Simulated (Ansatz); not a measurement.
# C₂H₁₀GaNOSi: small, medium and large basis sets

Aim: see how fast density functionals converge with the basis set for C₂H₁₀GaNOSi.

Program: Ansatz 0.2.0, Gaussian basis. Level of theory: one geometry, several basis sets. These are calculated values, not measurements.

The runs, in order: PBE0-D4/def2-SVP; ωB97M-V/def2-SVP; PBE0-D4/def2-QZVPP; ωB97M-V/def2-QZVPP; the functionals' def2-TZVPP values are taken from earlier runs.

1 further run of the same task is left out (it didn't finish). Runs told in other sessions of the task aren't counted.

## (1) The relaxed structure

The geometry comes from an earlier relaxation with PBE0-D4 in a triple-zeta def2 set; it is a stationary point, not always the lowest conformer.

16 atoms, charge 0, spin multiplicity 1.

Atoms are counted from 1 here; the program's logs count them from 0.

Bond lengths: N1–C2 1.427 Å, N1–H7 1.008 Å, N1–H8 1.012 Å, C2–O3 1.504 Å, C2–Si4 1.904 Å, C2–C5 1.525 Å, O3–H9 0.966 Å, Si4–H10 1.482 Å, Si4–H11 1.488 Å, Si4–H12 1.489 Å, C5–Ga6 2.017 Å, C5–H13 1.090 Å, C5–H14 1.093 Å, Ga6–H15 1.570 Å, Ga6–H16 1.579 Å. Angles: C2–N1–H7 115.2°, C2–N1–H8 113.3°, H7–N1–H8 110.4°, N1–C2–O3 106.6°, N1–C2–Si4 113.1°, N1–C2–C5 114.6°, O3–C2–Si4 106.0°, O3–C2–C5 101.8°, Si4–C2–C5 113.5°, C2–O3–H9 105.6°, C2–Si4–H10 108.6°, C2–Si4–H11 108.5°, C2–Si4–H12 110.7°, H10–Si4–H11 110.1°, H10–Si4–H12 110.2°, H11–Si4–H12 108.8°, C2–C5–Ga6 94.5°, C2–C5–H13 111.4° and more.

## (2) PBE0-D4 in def2-SVP

in.yaml reads:

```yaml
crystal:
  periodic: [false, false, false]
  atoms:
    - {symbol: N, position_ang: [-0.395308, -1.589796, 0.187642]}
    - {symbol: C, position_ang: [0.128687, -0.290491, -0.082047]}
    - {symbol: O, position_ang: [0.590387, 0.269586, 1.235391]}
    - {symbol: Si, position_ang: [1.666807, -0.324733, -1.204412]}
    - {symbol: C, position_ang: [-0.913142, 0.737728, -0.508788]}
    - {symbol: Ga, position_ang: [-1.255335, 1.404025, 1.364383]}
    - {symbol: H, position_ang: [-0.080637, -2.316554, -0.435588]}
    - {symbol: H, position_ang: [-1.404017, -1.605665, 0.266294]}
    - {symbol: H, position_ang: [0.734005, -0.495608, 1.807127]}
    - {symbol: H, position_ang: [2.218919, 1.047649, -1.291341]}
    - {symbol: H, position_ang: [1.255391, -0.797389, -2.554188]}
    - {symbol: H, position_ang: [2.692842, -1.257598, -0.661083]}
    - {symbol: H, position_ang: [-1.717123, 0.275949, -1.080990]}
    - {symbol: H, position_ang: [-0.482441, 1.540922, -1.111764]}
    - {symbol: H, position_ang: [-0.865672, 2.871438, 1.762843]}
    - {symbol: H, position_ang: [-2.173363, 0.530517, 2.306521]}
basis:
  gaussian: {orbitals: def2-SVP}
hamiltonian: {xc: pbe0, dispersion: d4}
output: {orbitals: {seedname: orbitals}}
```

Launch:

```
> ansatz run in.yaml --threads 2 --pin off --events-out ev --progress --plain --max-ram 32768MiB --backend cpu
```

The runs that follow: ωB97M-V in def2-SVP; PBE0-D4 in def2-QZVPP; ωB97M-V in def2-QZVPP.

Q: Predict the results of all the runs planned. Wanted: PBE0-D4: double and triple zeta above quadruple; ωB97M-V: double and triple zeta above quadruple.

The runs gave:

| quantity | value |
| --- | --- |
| PBE0-D4: double and triple zeta above quadruple | 17.79, 1.77 eV |
| ωB97M-V: double and triple zeta above quadruple | 17.98, 1.70 eV |

For PBE0-D4 the step from double to triple zeta gains 16.02 eV and the next only 1.77 eV. These are total energies; as a rule much of such shifts cancels in differences, which this series doesn't test. The LUMO of ωB97M-V is positive and keeps falling with the basis (1.68 to 0.97 eV): an unbound level that the basis holds in place.
